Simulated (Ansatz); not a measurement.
# Nb3H: the cost of one run

Method: DFT PBE, scalar-relativistic, plane waves, PAW, unless a step names another level, in Ansatz 0.2.0.

## (1) The system as given

The structure is triclinic, space group P-1 (No. 2). Conventional cell: a = 4.769 Å, b = 5.567 Å, c = 5.577 Å, α = 63.52°, β = 64.70°, γ = 64.79°. Nb (site symmetry -1) has 8 Nb at 2.88 to 2.93 Å and 4 H at 2.97 to 3.06 Å as nearest neighbours. Around Nb (site symmetry -1) lie 2 H at 1.93 Å. Around Nb (site symmetry 1) lie 2 H at 1.92 to 1.93 Å. Nb (site symmetry 1) has 1 H at 1.93 Å as nearest neighbours. H (site symmetry 1) is surrounded by 4 Nb at 1.92 to 1.93 Å.

As a file:

```cif
data_structure
_symmetry_space_group_name_H-M 'P 1'
_symmetry_Int_Tables_number 1
_cell_length_a 4.7692
_cell_length_b 5.5785
_cell_length_c 5.5785
_cell_angle_alpha 63.437
_cell_angle_beta 64.678
_cell_angle_gamma 64.542
_cell_volume 114.65
loop_
_atom_site_label
_atom_site_type_symbol
_atom_site_fract_x
_atom_site_fract_y
_atom_site_fract_z
_atom_site_occupancy
Nb1 Nb 0.50000 0.50000 0.00000 1
Nb2 Nb 0.50000 0.00000 0.50000 1
Nb3 Nb 0.82400 0.00033 0.82425 1
Nb4 Nb 0.83169 0.49114 0.33254 1
Nb5 Nb 0.17600 0.99967 0.17575 1
Nb6 Nb 0.16831 0.50886 0.66746 1
H1 H 0.15435 0.12842 0.79850 1
H2 H 0.84565 0.87158 0.20150 1
```

It is the end of an earlier relaxation with the same method, from a database cell with other species swapped in; it is a trial structure. At a tolerance of 0.05 Å it has space group P-1 (No. 2); it has 14.33 Å³/atom, an uncorrected energy of -0.11 eV/atom over the elements.

## (2) Static run: bands, density of states and charges

The input, input.yaml:

```yaml
crystal:
  lattice:
    - [4.7691346824, 0.0191595629, -0.0031403569]
    - [2.3776457089, 5.0464450966, -0.0121785901]
    - [2.3825026616, 1.6466613798, 4.7678424347]
  atoms:
    - { symbol: Nb, position: [0.5, 0.5, 0.0] }
    - { symbol: Nb, position: [0.5, 0.0, 0.5] }
    - { symbol: Nb, position: [0.8240020283, 1.0003269732, 0.8242497036] }
    - { symbol: Nb, position: [0.8316859906, 0.4911426952, 0.3325366617] }
    - { symbol: Nb, position: [0.1759979717, -0.0003269732, 0.1757502964] }
    - { symbol: Nb, position: [0.1683140094, 0.5088573048, 0.6674633383] }
    - { symbol: H, position: [0.154350679, 0.1284151653, 0.7985012602] }
    - { symbol: H, position: [0.845649321, 0.8715848347, 0.2014987398] }
basis:
  ecutwfc: 420
kpoints:
  mp_grid: { grid: [10, 8, 8] }
  band_path:
    path:
      - [[0.0, 0.0, 0.0], [0.0, 0.0, 0.5]]
      - [[0.0, 0.5, 0.0], [0.0, 0.0, 0.0], [-0.5, -0.5, -0.5]]
      - [[-0.5, 0.0, 0.0], [0.0, 0.0, 0.0], [-0.5, 0.0, -0.5]]
      - [[-0.5, -0.5, 0.0], [0.0, 0.0, 0.0], [0.0, 0.5, 0.5]]
    npoints: 14
hamiltonian:
  xc: pbe
scf:
  occupations: { method: gaussian, width: 0.1 }
  n_extra_bands: 20
output:
  forces: true
  stress: true
  eigenvalues: true
  populations: true
  dos: { projected: true, de: 0.02, nscf_kmesh: { grid: [12, 10, 10] } }
  bader: true
  write_density: true
  write_potential: true
  elf: true
  volumetric_format: npy
```

Launch:

```
$ ansatz run input.yaml --threads 1 --pin off --max-ram 2560MiB --backend cpu --events-out ev --progress --plain --runs-dir out
```

Q: Estimate wall time and peak memory on 1 thread of Intel Xeon Platinum 8488C (Sapphire Rapids), shared host.

About 6.5 min, with a peak of 2.5 GiB.
